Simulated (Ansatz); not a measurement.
# Hf2Pd2Se2Br2O3 (P1) in Ansatz: a series of runs, part 2 of 2

Ansatz 0.2.0. The steps go on from the part before.

### 4 Projected density of states, PBE+U

The input, input.yaml:

```yaml
crystal:
  lattice:
    - [5.7607, 0.0, 0.0]
    - [-0.52247, 5.8472, 0.0]
    - [-1.48845, -0.88663, 6.65037]
  atoms:
    - { symbol: Hf, position: [0.7454, 0.39602, 0.34989] }
    - { symbol: Hf, position: [0.28763, 0.45322, 0.59401] }
    - { symbol: Pd, position: [0.90854, 0.13294, 0.84849] }
    - { symbol: Pd, position: [0.25249, 0.90323, 0.35874] }
    - { symbol: Se, position: [0.63469, 0.40355, 0.93716] }
    - { symbol: Se, position: [0.62597, 0.78174, 0.53023] }
    - { symbol: Br, position: [0.85273, 0.99089, 0.15355] }
    - { symbol: Br, position: [0.22526, 0.82084, 0.86223] }
    - { symbol: O, position: [0.9604, 0.28925, 0.59026] }
    - { symbol: O, position: [0.43233, 0.24524, 0.40864] }
    - { symbol: O, position: [0.07457, 0.58308, 0.36682] }
hamiltonian:
  xc: pbe
  pseudopotentials: { kind: paw }
  hubbard:
    sites:
      - { species: Hf, l: d, u_eff: 6.0 }
      - { species: Pd, l: d, u_eff: 6.0 }
kpoints:
  mp_grid: { grid: [5, 5, 4] }
scf:
  occupations: { method: fermi_dirac, width: 0.05 }
  n_extra_bands: 27
output:
  forces: true
  stress: true
  eigenvalues: true
  dos: { projected: true, de: 0.05, nscf_kmesh: { grid: [8, 8, 6] } }
```

Command:

```
ansatz run input.yaml --threads 8 --pin off --max-ram 20480MiB --backend cpu --events-out ev --progress --plain --runs-dir out
```

Run time: 1.7 min. Hardware: 8 threads of Arm Neoverse V2, shared host; peak memory 4.4 GiB.

It converged, with:

```yaml
Free_energy: -63589.7121 eV
Pressure: 3.5 GPa
Largest_force: 0.471 eV/Å
Band_gap_on_the_k_mesh: 0.58 eV, indirect (least direct gap 0.63 eV)
```

Forces in eV/Å, atoms in the order of the input:
```
Hf  -0.150 -0.205 -0.396
Hf  -0.029 -0.092  0.459
Pd  -0.043 -0.057  0.201
Pd   0.039  0.091 -0.193
Se   0.192  0.115 -0.146
Se  -0.059  0.298  0.093
Br  -0.026 -0.150 -0.059
Br  -0.053  0.188  0.156
O    0.053  0.010  0.016
O   -0.047 -0.163 -0.081
O    0.123 -0.035 -0.050
```

Stress tensor (GPa, compression positive):
```
 3.59 -0.28 -0.02
-0.28  3.10  0.33
-0.02  0.33  3.76
```

Levels at points of the mesh, in eV from the valence-band top:
```tsv
k point	band 73	band 74	band 75	band 76	band 77	band 78	band 79	band 80
(0.00, 0.00, 0.00)	-0.95	-0.63	-0.56	-0.03	0.85	0.96	3.38	3.85
(0.00, 0.00, -0.50)	-1.20	-0.99	-0.82	-0.11	0.61	1.26	3.91	4.07
```

States per cell in windows of 1 eV (zero at the valence-band top; states under -8 eV left out):
| from (eV) | total | Pd 4d | Hf 5d | O 2p | Br 4p | Se 4p | Hf 6s |
| --- | --- | --- | --- | --- | --- | --- | --- |
| -8.0 | 0.00 | 0.00 | 0.00 | 0.00 | 0.00 | 0.00 | 0.00 |
| -7.0 | 2.89 | 1.12 | 0.15 | 0.97 | 0.35 | 0.15 | 0.08 |
| -6.0 | 8.05 | 3.62 | 0.40 | 2.32 | 1.15 | 0.30 | 0.10 |
| -5.0 | 12.55 | 6.06 | 0.70 | 3.10 | 1.40 | 0.91 | 0.12 |
| -4.0 | 10.53 | 3.34 | 0.72 | 3.39 | 1.76 | 0.89 | 0.14 |
| -3.0 | 9.96 | 2.29 | 0.63 | 2.87 | 2.11 | 1.69 | 0.08 |
| -2.0 | 8.31 | 0.93 | 0.32 | 1.83 | 2.79 | 2.16 | 0.05 |
| -1.0 | 5.69 | 0.57 | 0.28 | 0.37 | 1.10 | 3.15 | 0.04 |
| 0.0 | 1.14 | 0.43 | 0.08 | 0.09 | 0.16 | 0.29 | 0.00 |
| 1.0 | 2.87 | 1.06 | 0.16 | 0.31 | 0.43 | 0.71 | 0.01 |
| 2.0 | 0.00 | 0.00 | 0.00 | 0.00 | 0.00 | 0.00 | 0.00 |
| 3.0 | 3.05 | 0.03 | 1.99 | 0.15 | 0.04 | 0.13 | 0.19 |
| 4.0 | 9.31 | 0.05 | 6.00 | 0.57 | 0.22 | 0.42 | 0.54 |
| 5.0 | 6.36 | 0.03 | 2.93 | 0.40 | 0.14 | 0.27 | 0.47 |
| 6.0 | 5.79 | 0.02 | 1.76 | 0.29 | 0.08 | 0.24 | 0.25 |
| 7.0 | 5.99 | 0.02 | 1.07 | 0.25 | 0.07 | 0.22 | 0.35 |

Eigenvalues of the final occupation matrices:
| site | spin | trace | eigenvalues |
| --- | --- | --- | --- |
| site 1 | 1 | 0.99 | 0.13 0.14 0.15 0.27 0.29 |
| site 2 | 1 | 1.01 | 0.14 0.14 0.16 0.28 0.29 |
| site 3 | 1 | 4.59 | 0.63 0.98 0.99 0.99 0.99 |
| site 4 | 1 | 4.53 | 0.57 0.99 0.99 0.99 0.99 |

Caveat: odd divisions of the mesh miss points on the zone boundary, where band edges often lie, so the gap on the mesh can be too wide; spin-orbit coupling is left out, which moves the levels of the heavy elements; the density of states is complete only up to the lowest level of the last band computed.

### 5 Projected density of states, PBE+U

input.yaml: that of step 4 with these lines changed.

```diff
@@ -22,4 +22,4 @@
     sites:
-      - { species: Hf, l: d, u_eff: 6.0 }
-      - { species: Pd, l: d, u_eff: 6.0 }
+      - { species: Hf, l: d, u_eff: 8.0 }
+      - { species: Pd, l: d, u_eff: 8.0 }
 kpoints:
```

Command:

```
ansatz run input.yaml --threads 8 --pin off --max-ram 20480MiB --backend cpu --events-out ev --progress --plain --runs-dir out
```

Wall time 1.8 min (8 threads of Arm Neoverse V2, shared host); peak memory 4.4 GiB.

The run converged. Its results:

```yaml
Free_energy: -63585.6141 eV
Pressure: 4.8 GPa
Largest_force: 0.670 eV/Å
Band_gap_on_the_k_mesh: 0.57 eV, indirect (least direct gap 0.61 eV)
```

Forces in eV/Å, atoms in the order of the input:
```
Hf  -0.224 -0.267 -0.557
Hf  -0.016 -0.121  0.659
Pd  -0.054 -0.076  0.231
Pd   0.059  0.124 -0.239
Se   0.262  0.149 -0.198
Se  -0.061  0.457  0.147
Br  -0.024 -0.220 -0.085
Br  -0.080  0.259  0.232
O    0.037 -0.031  0.059
O   -0.069 -0.269 -0.143
O    0.170 -0.007 -0.106
```

Stress tensor (GPa, compression positive):
```
 5.11 -0.38 -0.01
-0.38  4.20  0.43
-0.01  0.43  5.21
```

Levels at points of the mesh, in eV from the valence-band top:
| k point | band 74 | band 75 | band 76 | band 77 | band 78 | band 79 |
| --- | --- | --- | --- | --- | --- | --- |
| (0.00, 0.00, 0.00) | -0.67 | -0.58 | -0.03 | 0.83 | 1.00 | 3.36 |
| (0.00, 0.00, -0.50) | -1.06 | -0.87 | -0.11 | 0.61 | 1.28 | 4.09 |

States per cell in windows of 1 eV (zero at the valence-band top; states under -8 eV left out):
```
from (eV)  total  Pd 4d  Hf 5d  O 2p  Br 4p  Se 4p  Hf 6s
     -8.0   0.00   0.00   0.00  0.00   0.00   0.00   0.00
     -7.0   5.77   3.35   0.17  1.14   0.67   0.24   0.09
     -6.0  10.26   6.90   0.26  1.78   0.70   0.37   0.07
     -5.0   9.01   3.55   0.60  2.83   1.12   0.52   0.16
     -4.0  10.68   2.08   0.83  3.86   2.33   1.10   0.14
     -3.0   8.64   1.09   0.56  3.06   1.95   1.65   0.07
     -2.0   8.24   0.62   0.31  1.92   2.82   2.29   0.05
     -1.0   5.36   0.38   0.24  0.35   1.10   3.10   0.04
      0.0   1.12   0.40   0.06  0.09   0.17   0.31   0.00
      1.0   2.92   1.06   0.14  0.34   0.44   0.75   0.01
      2.0   0.00   0.00   0.00  0.00   0.00   0.00   0.00
      3.0   0.20   0.00   0.04  0.01   0.01   0.01   0.07
      4.0   8.40   0.04   4.94  0.39   0.18   0.37   0.66
      5.0   9.02   0.03   5.25  0.51   0.18   0.34   0.49
      6.0   6.58   0.02   2.33  0.35   0.09   0.25   0.25
      7.0   6.11   0.02   1.24  0.27   0.07   0.22   0.33
```

Eigenvalues of the final occupation matrices:
| site | spin | trace | eigenvalues |
| --- | --- | --- | --- |
| site 1 | 1 | 0.92 | 0.11 0.12 0.14 0.26 0.28 |
| site 2 | 1 | 0.95 | 0.12 0.12 0.15 0.27 0.28 |
| site 3 | 1 | 4.61 | 0.64 0.99 0.99 0.99 1.00 |
| site 4 | 1 | 4.54 | 0.57 0.99 0.99 0.99 1.00 |

Caveat: odd divisions of the mesh miss points on the zone boundary, where band edges often lie, so the gap on the mesh can be too wide; spin-orbit coupling is left out, which moves the levels of the heavy elements; the density of states is complete only up to the lowest level of the last band computed.

### 6 Overview

| U | gap on the mesh (eV) | pressure (GPa) | largest force (eV/Å) |
| --- | --- | --- | --- |
| Hf d U = 2 eV, Pd d U = 2 eV | 0.45 | 1.1 | 0.14 |
| Hf d U = 4 eV, Pd d U = 4 eV | 0.57 | 2.2 | 0.30 |
| Hf d U = 6 eV, Pd d U = 6 eV | 0.58 | 3.5 | 0.47 |
| Hf d U = 8 eV, Pd d U = 8 eV | 0.57 | 4.8 | 0.67 |

Alike in all rows: task projected density of states; level PBE+U; potentials or basis Ansatz PAW; no spin polarisation; cell as given; k mesh 5 × 5 × 4; cutoff (eV) 420; smearing fermi-dirac 0.05 eV.

On the cell as given the gap runs from 0.45 eV (PBE+U) to 0.58 eV (PBE+U).

Caveats: odd divisions of the mesh miss points on the zone boundary, where band edges often lie, so the gap on the mesh can be too wide; spin-orbit coupling is left out, which moves the levels of the heavy elements; the density of states is complete only up to the lowest level of the last band computed.

Total energies depend on the potentials used, so only differences within one code and one set of settings carry meaning.
